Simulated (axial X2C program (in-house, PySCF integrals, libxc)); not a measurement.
# IrH⁺: properties at the nuclei

Aim: properties at the nuclei of IrH⁺, with spin–orbit coupling in the Hamiltonian from the start.

Program: an in-house X2C program for linear molecules on PySCF integrals. Level of theory: two-component X2C with atomic mean-field terms, Ir dyall-cv3z, H dyall-v3z. These are calculated values, not measurements.

### Step 1. The job

File task.json:

```json
{"zs": [77, 1], "q": 1, "bas": ["dyall-cv3z", "dyall-v3z"], "r0": 1.54, "levels": ["PBE0", "HF", "B3LYP", "BP86", "TPSSh"], "nst": 3}
```

Keys: zs atomic numbers; q charge; bas basis sets; r0 starting distance in Å; levels methods (HF also brings MP2); nst determinants followed.

Run with:

```console
> python soeom.py task.json out
```

After this run come: Expectation values, lowest determinant; Expectation values, a higher determinant; Expectation values, a higher determinant.

What does the calculation give? Wanted: lowest determinant; Eeff magnitude; Ws magnitude Ir; A∥/gI Ir; qzz Ir; higher determinant (for each run or level that gives them).

The runs gave:

```
                                        quantity                                                       value
                              lowest determinant   Ω = 9/2 (excess of +ω over −ω: ω = 1/2, ω = 3/2, ω = 5/2)
                    Eeff magnitude (GV/cm), PBE0                                                        17.8
                     Ws magnitude Ir (kHz), PBE0                                                        3.85
                            A∥/gI Ir (MHz), PBE0                                                        2390
                             qzz Ir (a.u.), PBE0                                                        0.31
                              higher determinant  Ω = 3/2 (excess of +ω over −ω: ω = 1/2, ω = -3/2, ω = 5/2)
Eeff magnitude (GV/cm), PBE0, higher determinant                                                        10.3
 Ws magnitude Ir (kHz), PBE0, higher determinant                                                        6.45
        A∥/gI Ir (MHz), PBE0, higher determinant                                                        5560
         qzz Ir (a.u.), PBE0, higher determinant                                                       -6.97
                              higher determinant                     Ω = 5/2 (excess of +ω over −ω: ω = 5/2)
Eeff magnitude (GV/cm), PBE0, higher determinant                                                        15.6
 Ws magnitude Ir (kHz), PBE0, higher determinant                                                        6.05
        A∥/gI Ir (MHz), PBE0, higher determinant                                                        2380
         qzz Ir (a.u.), PBE0, higher determinant                                                        1.25
```

In the first state, the effective field runs from 13.4 to 23.3 GV/cm over the mean-field levels. The expectation values come from single determinants, which for open shells can mix terms of unlike spin or miss the lowest Ω, so a determinant need not be a state. Eeff is the effective electric field on the electron dipole moment in this Ω state and Ws the scalar–pseudoscalar constant (defined with the proton number Z and per Ω); A∥ is the parallel hyperfine constant, which follows by multiplying with the nuclear g factor gI = μI/(I μN); qzz is the electric field gradient, eQq0 = 234.96 MHz × Q/barn × qzz. The operators were transformed with the bare-nucleus X2C matrices.
